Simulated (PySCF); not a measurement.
# O2Zr: the cost of one run

Computed with PySCF 2.14.0 (relaxation, HF, def2-tzvpd, and further levels as typed in the inputs, unless a step's input says otherwise).

## (1) Starting point

Bond lengths: Zr1–O2 1.796 Å, Zr1–O3 1.766 Å. Angles: O2–Zr1–O3 105.8°.

As a file:

```xyz
3

Zr    0.0000    0.0000    0.0000
O     1.4200    0.0000    1.1000
O    -1.4200    0.0000    1.0500
```

## (2) Relaxation: O2Zr, charge +1

Input file run.py:

```python
from pyscf import gto, scf
from pyscf.geomopt.geometric_solver import optimize
mol = gto.M(atom="mol.xyz", basis="def2-tzvpd", charge=1, spin=1, verbose=4)
mol.set(ecp='def2-tzvpd').build()
mf = scf.UHF(mol).run(conv_tol=1e-9)
for i in range(6):  # look for a lower solution of the same spin
    mo, _, ok, _ = mf.stability(return_status=True)
    if ok: break
    mf.kernel(mf.make_rdm1(mo, mf.mo_occ))
print(f"converged SCF energy = {mf.e_tot:.10f}, stable: {ok}")
m = optimize(mf, maxsteps=60)
print("optimised structure (A):")
for k in range(m.natm): print(m.atom_symbol(k), *(f"{x:.8f}" for x in m.atom_coords(unit="A")[k]))
```

Launch:

```bash
python run.py
```

**Question.** How long does this run take on 2 threads of Arm Neoverse V2, shared host?

About 1.7 min.
